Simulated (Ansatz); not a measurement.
Working through a single point in a Gaussian basis of BrClFHOSi, SMILES O[Si](F)(Cl)Br

Program: Ansatz 0.2.0, Python API.

The cells in order, each with its output:

**Cell 1**
```python
from pathlib import Path
import json
import warnings

import ansatz

GEOMETRY = """
O    -0.58330    0.28410    1.14770
Si    0.19260    0.04630   -0.26740
F     1.54170   -0.66400    0.09790
Cl   -0.89960   -1.21170   -1.35150
Br    0.54260    1.92640   -1.35430
H    -0.75190   -0.44500    1.68150
"""
```

**Cell 2**
```python
warnings.simplefilter("ignore", ansatz.DeckWarning)
```

**Cell 3**
```python
system = ansatz.Crystal.molecule()
for line in GEOMETRY.strip().splitlines():
    symbol, *xyz = line.split()
    system = system.atom(symbol, [float(v) for v in xyz])
```

**Cell 4**
```python
base = system.calculation()
base = base.basis(gaussian="def2-SVP").functional("r2scan")
base = base.orbitals()
done = base.run(threads=1, backend="cpu", runs_dir="runs")
r = done.report
```

**Cell 5**
```python
sorted(key for key in r if key.endswith("_ev"))
```
Output:
```text
['free_energy_ev', 'reference_energy_ev']
```

**Cell 6**
```python
r["published_state_doubts"]
```
Output:
```text
[]
```

**Cell 7**
```python
for key in ("converged", "free_energy_ev", "reference_energy_ev", "n_frozen", "n_occupied", "n_virtual"):
    print(f"{key:22s} {r[key]}")
```
Output:
```text
converged              True
free_energy_ev         -95209.86689976501
reference_energy_ev    -95209.86689976501
n_frozen               0
n_occupied             [42, 42]
n_virtual              [59, 59]
```

**Cell 8**
```python
lines = Path(r["orbitals_path"]).read_text().splitlines()
field_of = lambda key: [line.split("=")[1].strip() for line in lines if line.startswith(key)]
orbitals = [(27.211386 * float(e), s, float(n)) for e, s, n in zip(field_of("Ene="), field_of("Spin="), field_of("Occup="))]
homo = max(e for e, _, n in orbitals if n > 0.5)
lumo = min(e for e, _, n in orbitals if n < 0.5)
print(f"HOMO {homo:.3f} eV, LUMO {lumo:.3f} eV, gap {lumo - homo:.3f} eV")
with open("brclfhosi.json", "w") as handle:
    json.dump({k: r[k] for k in ("free_energy_ev", "reference_energy_ev", "n_occupied", "n_virtual")}, handle, indent=1)
```
Output:
```text
HOMO -7.966 eV, LUMO -0.539 eV, gap 7.427 eV
```

`brclfhosi.json`, as written:
```json
{
 "free_energy_ev": -95209.86689976501,
 "reference_energy_ev": -95209.86689976501,
 "n_occupied": [
  42,
  42
 ],
 "n_virtual": [
  59,
  59
 ]
}
```

Total energies depend on the basis set; only differences at equal settings carry meaning. The geometry is a force-field or estimated start, not a minimum of this method, and the basis set is short of its limit. Levels such as HOMO and LUMO are orbital energies: with these approximate functionals they aren't the ionisation energy and electron affinity, and their gap isn't the fundamental gap. Run time: 6.5 s on 1 thread of Arm Neoverse V1 (shared host), peak memory 0.22 GiB.
